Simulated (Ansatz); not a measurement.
# CH4GaNSi: the cost of one run

Computed with Ansatz 0.2.0. Level: RKS PBE0-D4/def2-TZVP.

## Step 1: The starting structure

SMILES `N#C[SiH2][GaH2]`, 8 atoms, charge 0, spin multiplicity 1.

Atoms are counted from 1 here; the program's logs count them from 0.

Bond lengths: N1–C2 1.175 Å, C2–Si3 1.865 Å, Si3–Ga4 2.434 Å, Si3–H5 1.504 Å, Si3–H6 1.507 Å, Ga4–H7 1.580 Å, Ga4–H8 1.577 Å. Angles: N1–C2–Si3 176.4°, C2–Si3–Ga4 107.7°, C2–Si3–H5 106.4°, C2–Si3–H6 106.4°, Ga4–Si3–H5 115.2°, Ga4–Si3–H6 112.0°, H5–Si3–H6 108.6°, Si3–Ga4–H7 120.1°, Si3–Ga4–H8 118.7°, H7–Ga4–H8 121.2°.

Geometry (Å):

```mol
CH4GaNSi
  3D, bonds by distance, orders not assigned

  8  7  0  0  0  0  0  0  0  0999 V2000
    2.0887   -0.9706    1.8847 N   0  0
    1.4390   -0.2488    1.2237 C   0  0
    0.3531    0.8042    0.1322 Si  0  0
   -1.2692   -0.6639   -0.9346 Ga  0  0
    1.2733    1.5319   -0.8086 H   0  0
   -0.3063    1.8143    1.0350 H   0  0
   -1.7070   -0.4072   -2.4306 H   0  0
   -1.8715   -1.8599   -0.1017 H   0  0
  1  2  8  0
  2  3  8  0
  3  4  8  0
  3  5  8  0
  3  6  8  0
  4  7  8  0
  4  8  8  0
M  END
```

This geometry comes from a loose relaxation at PBE in a small basis, which is not shown.

## Step 3: Setting up the map

The axes are (1) angle C2–Si3–Ga4: 7 values from 65.6 to 155.6 °; (2) dihedral C2–Si3–Ga4–H7: 8 values from −180 to 135 °, periodic.

Nothing else is relaxed (all other coordinates rigid). Energies count from the relaxed molecule at the same level. Points are written as (first, second).

(The set-up runs are not shown.)

## Step 4: The run at (110.6°, −180°)

Input file input.yaml:

```yaml
crystal:
  periodic: [false, false, false]
  atoms:
    - { symbol: "N", position_ang: [1.929694, -0.82427, 2.137499] }
    - { symbol: C, position_ang: [1.361024, -0.194493, 1.357313] }
    - { symbol: Si, position_ang: [0.399233, 0.745969, 0.086111] }
    - { symbol: Ga, position_ang: [-1.274338, -0.6736, -0.938586] }
    - { symbol: H, position_ang: [1.399392, 1.250187, -0.890541] }
    - { symbol: H, position_ang: [-0.193453, 1.906661, 0.800227] }
    - { symbol: H, position_ang: [-2.188931, -0.041875, -2.045392] }
    - { symbol: H, position_ang: [-1.432588, -2.168376, -0.506495] }
basis:
  gaussian: { orbitals: def2-TZVP }
hamiltonian:
  xc: pbe0
  dispersion: d4
output:
  forces: true
```

The run is started by

```sh
> ansatz run input.yaml --threads 1 --pin off --max-ram 2560MiB --backend cpu --events-out ev --progress --plain --runs-dir out
```

**Question.** How long does this run take on 1 thread of Arm Neoverse V1, shared host, and how much memory does it need?

About 8.4 s, with a peak of 0.39 GiB.
